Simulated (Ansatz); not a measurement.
# CH4BNOS: basis-set convergence

The task here is to estimate one member of a computed series from the others.

Method: one geometry, several basis sets; program: Ansatz 0.2.0, Gaussian basis.

Levels to be run: PBE0-D4/def2-SVP; ωB97M-V/def2-SVP; PBE0-D4/def2-QZVPP; ωB97M-V/def2-QZVPP; the functionals' def2-TZVPP values are taken from earlier runs.

## The geometry

All runs share one geometry, relaxed beforehand with PBE0-D4 in a triple-zeta def2 set.

9 atoms, charge 0, spin multiplicity 1.

Atoms are counted from 1 here; the program's logs count them from 0.

Bond lengths: S1–C2 1.801 Å, S1–H6 1.343 Å, C2–N3 1.438 Å, C2–O5 1.436 Å, C2–H7 1.092 Å, N3–B4 1.410 Å, N3–H8 1.001 Å, B4–O5 1.397 Å, B4–H9 1.187 Å. Angles: C2–S1–H6 96.0°, S1–C2–N3 112.5°, S1–C2–O5 115.5°, S1–C2–H7 109.9°, N3–C2–O5 91.8°, N3–C2–H7 116.0°, O5–C2–H7 110.1°, C2–N3–B4 86.5°, C2–N3–H8 128.3°, B4–N3–H8 144.7°, N3–B4–O5 94.6°, N3–B4–H9 136.2°, O5–B4–H9 129.2°, C2–O5–B4 87.0°.

As a file:

```mol
CH4BNOS
  3D, bonds by distance, orders not assigned

  9  9  0  0  0  0  0  0  0  0999 V2000
   -0.3762    0.7085    1.8450 S   0  0
   -0.4050    0.2898    0.0941 C   0  0
    0.0415   -1.0533   -0.1585 N   0  0
    1.0497   -0.4744   -0.9571 B   0  0
    0.6630    0.8415   -0.6907 O   0  0
   -1.0504    1.8638    1.7239 H   0  0
   -1.3699    0.5637   -0.3386 H   0  0
   -0.3920   -1.9134    0.1138 H   0  0
    1.9277   -0.8725   -1.6491 H   0  0
  1  2  8  0
  2  3  8  0
  3  4  8  0
  4  5  8  0
  1  6  8  0
  2  7  8  0
  3  8  8  0
  4  9  8  0
  2  5  8  0
M  END
```

The first run:

Contents of in.yaml:

```yaml
crystal:
  periodic: [false, false, false]
  atoms:
    - {symbol: S, position_ang: [-0.376167, 0.708526, 1.845043]}
    - {symbol: C, position_ang: [-0.404996, 0.289796, 0.094134]}
    - {symbol: N, position_ang: [0.041524, -1.053254, -0.158464]}
    - {symbol: B, position_ang: [1.049739, -0.474414, -0.957145]}
    - {symbol: O, position_ang: [0.662951, 0.841473, -0.690653]}
    - {symbol: H, position_ang: [-1.050405, 1.863828, 1.723900]}
    - {symbol: H, position_ang: [-1.369896, 0.563672, -0.338629]}
    - {symbol: H, position_ang: [-0.391993, -1.913423, 0.113846]}
    - {symbol: H, position_ang: [1.927743, -0.872504, -1.649133]}
basis:
  gaussian: {orbitals: def2-SVP}
hamiltonian: {xc: pbe0, dispersion: d4}
output: {orbitals: {seedname: orbitals}}
```

The run is started by

```console
$ ansatz run in.yaml --threads 2 --pin off --events-out ev --progress --plain --max-ram 4352MiB
```

Steps of the session up to this table: PBE0-D4 in def2-SVP; ωB97M-V in def2-SVP; PBE0-D4 in def2-QZVPP; ωB97M-V in def2-QZVPP.

One table of the session follows, with a row left open; its other results are not shown here.

```
functional       basis  HOMO (eV)  LUMO (eV)
   PBE0-D4    def2-SVP      -7.20       0.69
   PBE0-D4  def2-TZVPP          ?          ?
   PBE0-D4  def2-QZVPP      -7.37      -0.03
   ωB97M-V    def2-SVP      -9.43       2.62
   ωB97M-V  def2-TZVPP      -9.58       1.86
   ωB97M-V  def2-QZVPP      -9.63       1.39
```

Q: Estimate the row for PBE0-D4, def2-TZVPP from the others.

The run gave: HOMO (eV): -7.33; LUMO (eV): 0.17. In the column «HOMO (eV)» it lies between PBE0-D4, def2-QZVPP (-7.37) and PBE0-D4, def2-SVP (-7.20).
